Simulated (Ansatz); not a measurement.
**SiH2O2F (SMILES O[Si](O)F) at 3 levels**

Aim: a comparison of 3 runs (UHF/aug-cc-pVDZ, UPBE/aug-cc-pVDZ, UCCSD(T)/aug-cc-pVDZ) of SiH2O2F. 

The results are computed with Ansatz 0.2.0.

38 further runs of the same task are left out: 38 set aside as unsound or not needed. Runs told in other sessions of the task aren't counted.

## 1. The system as given

SiH2O2F: 6 atoms, total charge 0, spin state doublet. As SMILES, `O[Si](O)F`. The Si2–F4 distance was set to 2.869 Å, away from the relaxed value. At this shape a bond of the SMILES string is far longer than usual.

Bond lengths: O1–Si2 1.630 Å, Si2–O3 1.639 Å, O1–H5 0.959 Å, O3–H6 0.959 Å. Angles: O1–Si2–O3 107.8°, Si2–O1–H5 117.1°, Si2–O3–H6 117.8°. A long bond or contact: Si2–F4 2.869 Å.

## 2. The energy at UHF/aug-cc-pVDZ (run 1)

in.yaml reads:

```yaml
crystal:
  periodic: [false, false, false]
  atoms:
    - {symbol: O, position_ang: [-0.708496, 1.960100, 0.229558]}
    - {symbol: Si, position_ang: [0.561704, 0.954300, 0.409358]}
    - {symbol: O, position_ang: [0.525104, 0.367400, 1.939258]}
    - {symbol: F, position_ang: [0.159400, -1.133900, -1.516300]}
    - {symbol: H, position_ang: [-0.872796, 2.586900, 0.936958]}
    - {symbol: H, position_ang: [1.271104, -0.158500, 2.234358]}
basis:
  gaussian: {orbitals: aug-cc-pVDZ}
magnetization: {spin_polarized: true, initial_magnetization: 1}
hamiltonian: {xc: hf}
accuracy: high
output: {orbitals: {seedname: orbitals}}
```

The run is started by

```console
$ ansatz run in.yaml --threads 1 --pin off --max-ram 3480MiB --events-out events.jsonl --progress --plain --runs-dir runs
```

Log:

```text
Warning: RAYON_NUM_THREADS=1 ignored (pool sized by the plan → 1); use --threads N
Functional definition: HF
  name "HF"
  exchange = exact_x
  correlation = 0
2251 factors; integrals over basis functions are off by at most 3.3e-9 eV
mean field evaluation 1: about -14666.3039 eV, gradient 4.1e1 eV
mean field evaluation 2: about -14666.3232 eV, gradient 4.1e1 eV
mean field evaluation 4: about -14673.1345 eV, gradient 5.1e0 eV
mean field evaluation 8: about -14673.4740 eV, gradient 1.4e0 eV
mean field evaluation 16: about -14674.6006 eV, gradient 2.7e-1 eV
mean field evaluation 32: about -14674.4753 eV, gradient 3.1e-1 eV
mean field evaluation 64: about -14672.8535 eV, gradient 2.2e1 eV
mean field evaluation 96: about -14674.2805 eV, gradient 7.8e-1 eV
mean field evaluation 128: about -14674.1776 eV, gradient 4.7e0 eV
mean field evaluation 160: about -14670.5510 eV, gradient 3.1e0 eV
mean field evaluation 192: about -14654.6081 eV, gradient 4.0e1 eV
mean field -14674.60355668 eV, -539.2817339046 hartree, gradient 5.2e-8 eV, S^2 0.939312; 3 other end points of the search recorded, 0 dependent functions left out
reference -14674.60355668 eV, -539.2817339046 hartree; 21, 20 occupied and 93, 94 virtual orbitals, 2251 factors
Total energy: -14674.60355668 eV, -539.2817339046 hartree
```

It took 37 s on 1 thread of Arm Neoverse N1, shared host; peak memory 0.49 GiB.

## 3. A single-point energy at UPBE/aug-cc-pVDZ (run 2)

run.yaml reads:

```yaml
basis:
  gaussian:
    orbitals: aug-cc-pVDZ
crystal:
  periodic: [false, false, false]
  atoms:
    - symbol: O
      position_ang: [-0.708496, 1.960100, 0.229558]
    - symbol: Si
      position_ang: [0.561704, 0.954300, 0.409358]
    - symbol: O
      position_ang: [0.525104, 0.367400, 1.939258]
    - symbol: F
      position_ang: [0.159400, -1.133900, -1.516300]
    - symbol: H
      position_ang: [-0.872796, 2.586900, 0.936958]
    - symbol: H
      position_ang: [1.271104, -0.158500, 2.234358]
magnetization:
  spin_polarized: true
  initial_magnetization: 1
hamiltonian:
  xc: pbe
accuracy: high
output:
  orbitals: {seedname: orbitals}
```

The run is started by

```console
$ ansatz run run.yaml --threads 1 --pin off --max-ram 3480MiB --events-out events.jsonl --progress --plain --runs-dir runs
```

Log:

```text
Warning: RAYON_NUM_THREADS=1 ignored (pool sized by the plan → 1); use --threads N
Functional definition: PBE
  name "PBE"
  parameter kappa = 0.804
  parameter beta = 0.06672455060314922
  exchange = pbe_x(kappa = kappa, mu = beta*pi^2/3)
  correlation = pbe_c(beta = beta)
2251 factors; integrals over basis functions are off by at most 3.3e-9 eV
mean field evaluation 1: about -14693.1357 eV, gradient 6.7e1 eV
mean field evaluation 2: about -14351.1445 eV, gradient 1.7e2 eV
mean field evaluation 4: about -14699.0708 eV, gradient 5.0e1 eV
mean field evaluation 8: about -14710.4898 eV, gradient 3.0e0 eV
mean field evaluation 16: about -14710.5382 eV, gradient 1.2e-2 eV
mean field evaluation 32: about -14707.2902 eV, gradient 1.9e1 eV
mean field -14710.53822937 eV, -540.6023087684 hartree, gradient 6.7e-8 eV, S^2 0.761317; 6 other end points of the search recorded, 0 dependent functions left out
reference -14710.53823593 eV, -540.6023090095 hartree; 21, 20 occupied and 93, 94 virtual orbitals, 2251 factors
Total energy: -14710.53823593 eV, -540.6023090095 hartree
```

It took 31 s on 1 thread of Arm Neoverse N1, shared host; peak memory 0.41 GiB.

## 4. A single-point energy at UCCSD(T)/aug-cc-pVDZ (run 3)

input.yaml reads:

```yaml
crystal:
  periodic: [false, false, false]
  atoms:
    - {symbol: O, position_ang: [-0.708496, 1.960100, 0.229558]}
    - {symbol: Si, position_ang: [0.561704, 0.954300, 0.409358]}
    - {symbol: O, position_ang: [0.525104, 0.367400, 1.939258]}
    - {symbol: F, position_ang: [0.159400, -1.133900, -1.516300]}
    - {symbol: H, position_ang: [-0.872796, 2.586900, 0.936958]}
    - {symbol: H, position_ang: [1.271104, -0.158500, 2.234358]}
basis:
  gaussian: {orbitals: aug-cc-pVDZ}
magnetization: {spin_polarized: true, initial_magnetization: 1}
correlation: {method: ccsd_t, frozen_orbitals: {F: 1, H: 0, O: 1, Si: 5}}
accuracy: high
scf: {omitted_lower_state_checks: [cluster_reference, increment]}
```

The run is started by

```console
$ ansatz run input.yaml --threads 1 --pin off --max-ram 3480MiB --events-out events.jsonl --progress --plain --runs-dir runs
```

Log:

```text
Warning: RAYON_NUM_THREADS=1 ignored (pool sized by the plan → 1); use --threads N
[... 15 lines left out ...]
8 core orbitals not correlated: weight in the atoms' cores, before any rotation towards them, 1.000 or more for the frozen orbitals, at most 0.000 for the correlated occupied ones
[... 47 lines left out ...]
Total energy: -14693.90054661 eV, -539.9908852043 hartree
Checks for a lower state left out: cluster_reference, increment
```

Wall time 9.2 min (1 thread of Arm Neoverse N1, shared host); peak memory 2.2 GiB.

## 5. All runs side by side

```csv
run,level,frozen core orbitals,energy (Eh),HOMO energy (eV),LUMO energy (eV),⟨S²⟩,wall time
1,UHF/aug-cc-pVDZ,–,-539.281734,-9.73,0.50,0.939,37 s
2,UPBE/aug-cc-pVDZ,–,-540.602309,-6.60,-5.87,0.761,31 s
3,UCCSD(T)/aug-cc-pVDZ,8,-539.990885,–,–,0.939,9.2 min
```

## 6. Summary of results

| quantity | value |
| --- | --- |
| run 3: total energy | -539.99089 Eh |
| run 3: correlation energy (8 core orbitals frozen) | -709.2 mEh |
| run 3: (T) correction | -20.86 mEh |
| run 3: ⟨S²⟩ of the reference determinant | 0.939 |
| run 3: T1 diagnostic | 0.054 |

Spin contamination of the reference: run 1 ⟨S²⟩ = 0.94, run 3 ⟨S²⟩ = 0.94. All runs together took 10 min, the longest 9.2 min.
